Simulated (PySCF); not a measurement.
# Ni⁺: dipole response in aug-cc-pVTZ-DK

How polarisable is Ni⁺ at the levels listed below?

The numbers are computed with PySCF 2.14.0 (unrestricted determinants in a Gaussian basis, no spin-orbit coupling in the energies), except any that are marked as measured or tabulated.

### Step 1. Starting point

| Property | Result |
| --- | --- |
| Element | nickel (Z = 28) |
| Basis | aug-cc-pVTZ-DK |
| Hamiltonian | scalar relativity by spin-free X2C-1e |
| State 1 | Ni⁺: [Ar] 3d9, 2D determinant |
| Methods | UHF, PBE, PBE0 |

Outer shells as boxes (Hund's rule):

Ni+ [Ar] 3d9
```
[Ar] core
3d [↑↓][↑↓][↑↓][↑↓][↑ ]
```

The runs were made by one driver on top of PySCF. The scripts below sum up each run's settings (the driver also hands on starting orbitals that pick excited configurations, and frozen orbitals as a list rather than a count), and the logs come from the driver's own runs. The driver starts from symmetry-adapted Hartree-Fock orbitals, holds the occupation by maximum overlap and uses a logarithmic radial grid for functionals, so a plain start would take other cycles.

The integrals over 93 functions and the set-up took 3.2 s of CPU time.

### Step 2. Ni⁺: the ladder of methods

Level: UHF.

input.py

```python
from pyscf import gto, scf, dft, mp, cc
import basis_set_exchange as bse
mol = gto.M(atom="Ni 0 0 0", charge=1, spin=1, symmetry="D2h",
            basis=gto.basis.parse(bse.get_basis("aug-cc-pVTZ-DK", elements=["Ni"], fmt="nwchem")),
            nucmod="G")
mf = scf.UHF(mol).sfx2c1e()
mf.irrep_nelec = {'Ag': (5, 4), 'B1g': (1, 1), 'B2g': (1, 1), 'B3g': (1, 1), 'B1u': (2, 2), 'B2u': (2, 2), 'B3u': (2, 2)}
mf.kernel()
```

Standard output:

```text
damping factor = 0
level_shift factor = 0
DIIS = <class 'pyscf.scf.diis.CDIIS'>
diis_start_cycle = 1
diis_space = 10
diis_damp = 0
SCF conv_tol = 1e-09
SCF conv_tol_grad = None
number electrons alpha = 14  beta = 13
cycle= 1 E= -1518.79758743474  delta_E= -0.00461  |g|= 0.025  |ddm|= 0.0339
cycle= 2 E= -1518.79767443035  delta_E= -8.7e-05  |g|= 0.00448  |ddm|= 0.00807
cycle= 3 E= -1518.79768376051  delta_E= -9.33e-06  |g|= 0.0028  |ddm|= 0.00487
cycle= 4 E= -1518.79768662046  delta_E= -2.86e-06  |g|= 0.00123  |ddm|= 0.00197
cycle= 5 E= -1518.79769232826  delta_E= -5.71e-06  |g|= 0.000725  |ddm|= 0.00484
cycle= 6 E= -1518.79769539232  delta_E= -3.06e-06  |g|= 0.00039  |ddm|= 0.00472
cycle= 7 E= -1518.79769639857  delta_E= -1.01e-06  |g|= 0.00019  |ddm|= 0.00317
cycle= 8 E= -1518.79769663455  delta_E= -2.36e-07  |g|= 0.000112  |ddm|= 0.00147
cycle= 9 E= -1518.79769673605  delta_E= -1.01e-07  |g|= 3.54e-05  |ddm|= 0.00132
cycle= 10 E= -1518.79769674226  delta_E= -6.21e-09  |g|= 8.51e-06  |ddm|= 0.000332
cycle= 11 E= -1518.79769674243  delta_E= -1.75e-10  |g|= 1.61e-06  |ddm|= 4.96e-05
converged SCF energy = -1518.79769674243  <S^2> = 0.75313148  2S+1 = 2.003129
```

It used 28 s of CPU time after the integrals (shared host).

Orbital energies by shell (radii are means over both spins):

```tsv
shell	electrons	mean orbital energy (eV)	spread (eV)	rms radius (bohr)
1s α	1	-8404.9	0	0.0624
1s β	1	-8404.9	0	0.0624
2s α	1	-1053.3	0	0.265
2s β	1	-1052.3	0	0.265
2p α	3	-902.70	0.992	0.238
2p β	3	-901.74	0.021	0.238
3s α	1	-139.70	0	0.801
3s β	1	-137.01	0	0.801
3p α	3	-94.250	2.111	0.857
3p β	3	-91.034	1.468	0.857
3d α	5	-21.504	2.588	1.20
3d β	4	-19.935	2.044	1.20
```

⟨S²⟩ = 0.753, ⟨L²⟩ = 6.02.

The driver then solved the coupled dipole response at imaginary frequencies: mean α = 5.652 bohr³ (xx, yy, zz: 5.344, 5.344, 6.269), C₆ = 18.09 au for a like pair.

Level: PBE.

Changes to input.py:

```diff
@@ -5,3 +5,3 @@
             nucmod="G")
-mf = scf.UHF(mol).sfx2c1e()
+mf = dft.UKS(mol, xc="PBE").sfx2c1e()
 mf.irrep_nelec = {'Ag': (5, 4), 'B1g': (1, 1), 'B2g': (1, 1), 'B3g': (1, 1), 'B1u': (2, 2), 'B2u': (2, 2), 'B3u': (2, 2)}
```

Standard output:

```text
damping factor = 0
level_shift factor = 0
DIIS = <class 'pyscf.scf.diis.CDIIS'>
diis_start_cycle = 1
diis_space = 10
diis_damp = 0
SCF conv_tol = 1e-09
SCF conv_tol_grad = None
number electrons alpha = 14  beta = 13
XC functionals = PBE
    J. P. Perdew, K. Burke, and M. Ernzerhof.,  Phys. Rev. Lett. 77, 3865 (1996)
    J. P. Perdew, K. Burke, and M. Ernzerhof.,  Phys. Rev. Lett. 78, 1396 (1997)
    J. P. Perdew, K. Burke, and M. Ernzerhof.,  Phys. Rev. Lett. 77, 3865 (1996)
    J. P. Perdew, K. Burke, and M. Ernzerhof.,  Phys. Rev. Lett. 78, 1396 (1997)
cycle= 1 E= -1520.00316764827  delta_E= 0.019  |g|= 0.457  |ddm|= 0.891
cycle= 2 E= -1519.80214936858  delta_E= 0.201  |g|= 1.27  |ddm|= 0.749
cycle= 3 E= -1520.0417396618  delta_E= -0.24  |g|= 0.148  |ddm|= 0.481
cycle= 4 E= -1520.04610675517  delta_E= -0.00437  |g|= 0.00528  |ddm|= 0.0812
cycle= 5 E= -1520.04625094259  delta_E= -0.000144  |g|= 0.00494  |ddm|= 0.0768
cycle= 6 E= -1520.04631995138  delta_E= -6.9e-05  |g|= 0.0048  |ddm|= 0.0346
cycle= 7 E= -1520.04652099328  delta_E= -0.000201  |g|= 0.0159  |ddm|= 0.167
cycle= 8 E= -1520.04650351927  delta_E= 1.75e-05  |g|= 0.00696  |ddm|= 0.0551
cycle= 9 E= -1520.04638410734  delta_E= 0.000119  |g|= 0.0197  |ddm|= 0.196
cycle= 10 E= -1520.04657921913  delta_E= -0.000195  |g|= 0.00157  |ddm|= 0.122
cycle= 11 E= -1520.04658337121  delta_E= -4.15e-06  |g|= 0.000492  |ddm|= 0.0203
cycle= 12 E= -1520.04658332957  delta_E= 4.16e-08  |g|= 0.000606  |ddm|= 0.00131
cycle= 13 E= -1520.04658341689  delta_E= -8.73e-08  |g|= 3.97e-05  |ddm|= 0.00163
cycle= 14 E= -1520.04658341733  delta_E= -4.35e-10  |g|= 3.15e-05  |ddm|= 0.000202
converged SCF energy = -1520.04658341733  <S^2> = 0.82814708  2S+1 = 2.0766772
```

CPU time 34 s on a shared host, the integrals not counted.

The driver then solved the coupled dipole response at imaginary frequencies: mean α = 9.028 bohr³ (xx, yy, zz: 8.343, 8.343, 10.40), C₆ = 29.47 au for a like pair.

Level: PBE0.

Changes to input.py:

```diff
@@ -5,3 +5,3 @@
             nucmod="G")
-mf = dft.UKS(mol, xc="PBE").sfx2c1e()
+mf = dft.UKS(mol, xc="PBE0").sfx2c1e()
 mf.irrep_nelec = {'Ag': (5, 4), 'B1g': (1, 1), 'B2g': (1, 1), 'B3g': (1, 1), 'B1u': (2, 2), 'B2u': (2, 2), 'B3u': (2, 2)}
```

Standard output:

```text
damping factor = 0
level_shift factor = 0
DIIS = <class 'pyscf.scf.diis.CDIIS'>
diis_start_cycle = 1
diis_space = 10
diis_damp = 0
SCF conv_tol = 1e-09
SCF conv_tol_grad = None
number electrons alpha = 14  beta = 13
XC functionals = PBE0
    C. Adamo and V. Barone.,  J. Chem. Phys. 110, 6158 (1999)
    M. Ernzerhof and G. E. Scuseria.,  J. Chem. Phys. 110, 5029 (1999)
cycle= 1 E= -1520.03702549889  delta_E= -0.00712  |g|= 0.179  |ddm|= 0.54
cycle= 2 E= -1520.01815623853  delta_E= 0.0189  |g|= 0.411  |ddm|= 0.228
cycle= 3 E= -1520.04268061286  delta_E= -0.0245  |g|= 0.0262  |ddm|= 0.164
cycle= 4 E= -1520.04281365343  delta_E= -0.000133  |g|= 0.00142  |ddm|= 0.0153
cycle= 5 E= -1520.04282480723  delta_E= -1.12e-05  |g|= 0.001  |ddm|= 0.00976
cycle= 6 E= -1520.04283762563  delta_E= -1.28e-05  |g|= 0.000701  |ddm|= 0.016
cycle= 7 E= -1520.0428454549  delta_E= -7.83e-06  |g|= 0.000251  |ddm|= 0.0219
cycle= 8 E= -1520.04284572987  delta_E= -2.75e-07  |g|= 5.1e-05  |ddm|= 0.00367
cycle= 9 E= -1520.0428457582  delta_E= -2.83e-08  |g|= 1.42e-05  |ddm|= 0.00125
cycle= 10 E= -1520.04284575879  delta_E= -5.9e-10  |g|= 1.85e-06  |ddm|= 0.000139
converged SCF energy = -1520.04284575879  <S^2> = 0.75836284  2S+1 = 2.0083454
```

CPU time 40 s on a shared host, the integrals not counted.

The driver then solved the coupled dipole response at imaginary frequencies: mean α = 7.495 bohr³ (xx, yy, zz: 7.046, 7.046, 8.392), C₆ = 24.30 au for a like pair.

Radial density 4πr²ρ of Ni⁺ at UHF:

```tsv
r (bohr)	density	spin density
0.000960	0.257	0.000
0.00161	0.644	0.000
0.00271	1.58	0.000
0.00457	3.74	0.000
0.00768	8.32	0.000
0.0129	16.6	0.000
0.0217	27.7	0.000
0.0365	34.0	0.000
0.0615	29.0	0.002
0.103	28.9	0.013
0.174	38.5	0.083
0.293	22.3	0.393
0.492	18.1	0.947
0.828	17.4	0.931
1.39	4.87	0.342
2.34	0.677	0.035
3.94	0.0324	-0.001
6.63	0.000134	0.000
```

### Step 3. Polarisabilities and C₆

Ni⁺, in atomic units:

```tsv
method	mean α	C₆ (like pair)	S(−4)
UHF	5.652	18.09	26.52
PBE	9.028	29.47	97.83
PBE0	7.495	24.30	59.73
```

α(iu) at PBE0:

```tsv
u (hartree)	α(iu) (bohr³)
0	7.495
0.0500	7.350
0.100	6.966
0.200	5.906
0.300	4.946
0.500	3.711
0.750	2.879
1.00	2.356
1.50	1.675
2.00	1.249
3.00	0.7713
5.00	0.3842
```

### Step 4. Results

```
quantity                             value
α of Ni⁺  5.652 (UHF) to 9.028 (PBE) bohr³
```

In words: A single London oscillator with the computed α and C₆ of Ni⁺ at UHF would have ω = 4 C₆ / (3 α²) = 0.755 hartree. All values hold for this basis alone; no basis-set limit was taken.
